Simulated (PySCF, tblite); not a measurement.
# C₆H₁₁BF radical: geometry, infrared bands and EPR parameters

Aim: predict the infrared bands and EPR parameters of C₆H₁₁BF radical (`C[CH]CB/C=C\CF`).

Computed with tblite 0.8.0 and PySCF 2.14.0, with density-fitted response routines of our own, on a single molecule in the gas phase. Atoms count from 0, in the outputs and in this text.

**1. The molecule as given**

19 atoms, charge 0, multiplicity 2; geometry from: force field or distance geometry start.

Bonds of the start (Å): C0–C1 1.54, C1–C2 1.53, C2–B3 1.61, B3–C4 1.57, C4–C5 1.35, C5–C6 1.50, C6–F7 1.37, C0–H8 1.11, C0–H9 1.11, C0–H10 1.10, C1–H11 1.10, C2–H12 1.10, C2–H13 1.11, B3–H14 1.19, C4–H15 1.08, C5–H16 1.08, C6–H17 1.10, C6–H18 1.12.

**2. Geometry optimisation with GFN2-xTB**

Job settings and geometry (Å):

```
{"job": {"kind": "relax", "xc": "GFN2-xTB", "basis": "xTB"}, "charge": 0, "multiplicity": 2}
C      3.472100    -0.085600    -0.253300
C      1.999300     0.308400    -0.468200
C      1.125300    -0.238900     0.664500
B     -0.415400     0.076100     0.338300
C     -1.118600    -0.592300    -0.893900
C     -2.410300    -0.402800    -1.238300
C     -3.350900     0.472200    -0.461300
F     -4.591100     0.463100    -1.052900
H      3.572400    -1.191400    -0.234100
H      3.839900     0.339300     0.706000
H      4.067900     0.315200    -1.092500
H      1.914700     1.408000    -0.521500
H      1.239200    -1.333300     0.765500
H      1.394900     0.243600     1.622200
H     -1.025400     0.770800     1.087900
H     -0.513900    -1.237100    -1.514900
H     -2.783000    -0.904300    -2.116300
H     -2.975400     1.507600    -0.435400
H     -3.451600     0.090700     0.586500
```

Launch:

```bash
$ OMP_NUM_THREADS=1 python probes_run.py task.json out
```

The driver reads the jobs from task.json and runs them one after another.

**Question.** This job is followed by: GFN2-xTB harmonic vibrations, gas phase; UKS B3LYP, pcH-1 on B C F H, non-relativistic, mean-field spin-orbit, GIAO. What will the session give for the following? strongest single infrared mode (GFN2-xTB); zero-point energy (GFN2-xTB); g(iso) (B3LYP); ⟨S²⟩; largest a(iso) (averaged by class); surface potential, 1st and 99th percentile.

**Answer**, as computed:

| quantity | value |
| --- | --- |
| strongest single infrared mode (GFN2-xTB) | 2598 cm⁻¹, 143 km/mol |
| zero-point energy (GFN2-xTB) | 96.4 kcal/mol |
| g(iso) (B3LYP) | 2.00301 |
| ⟨S²⟩ | 0.762 (exact 0.75) |
| largest a(iso) (averaged by class) | 13C on C1, 36.5 MHz |
| surface potential, 1st and 99th percentile | -1.18 V and 0.94 V |

In words: Relaxing lowered the energy by 1.346 eV in 171 steps; the close pair that moved most is C1–B3, from 2.556 to 1.742 Å. All 51 modes are real, so the xTB geometry is a minimum. The strongest single mode, at 2598 cm⁻¹, moves mainly H14. Unscaled tight-binding wavenumbers are off by several per cent, some by more. Its intensities can rank the bands wrongly. The largest spin populations lie on B3 (0.35 e), C1 (0.34 e), C5 (0.29 e). The isotropic g lies 0.7 ppt above the free-electron value.
